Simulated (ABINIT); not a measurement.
The system is TaVN2.

```
CELL_PARAMETERS angstrom
3.04987 0.00000 0.00000
0.00000 3.04987 0.00000
0.00000 0.00000 4.29606
ATOMIC_POSITIONS crystal
Ta 0.00000 0.00000 0.00000
V 0.50000 0.50000 0.50000
N 0.50000 0.50000 0.00000
N 0.00000 0.00000 0.50000
```

The cell comes from a database or a generator and needn't be the stable form of this composition.

Base run:

* Program: ABINIT 10.8.3 (patched build)
* Functional: PBE
* Potentials or basis: JTH PAW PBE v2.0
* Cutoff: 707 eV
* k mesh: 8 × 8 × 5
* Occupations: fermi-dirac, width 0.05 eV
* Spin: collinear spin, ferromagnetic start
* Starting moments: [0.0, 2.0, 0.0, 0.0] μB

Its results: band gap on the k mesh none (metal or under the smearing width); pressure -0.3 GPa; net moment 1.15 μB per cell; site moments Ta -0.05; V +1.06; N +0.01 μB.

Problem. The run is repeated on the same cell with these changes: functional from PBE to LDA; potentials or basis from JTH PAW PBE v2.0 to JTH PAW LDA v2.0. What comes out?

Solution. Band gap on the k mesh none (metal or under the smearing width); pressure -19.0 GPa; net moment 0.49 μB per cell; site moments Ta -0.01; V +0.43; N +0.00, +0.01 μB.

Not every run made on this cell is shown here.
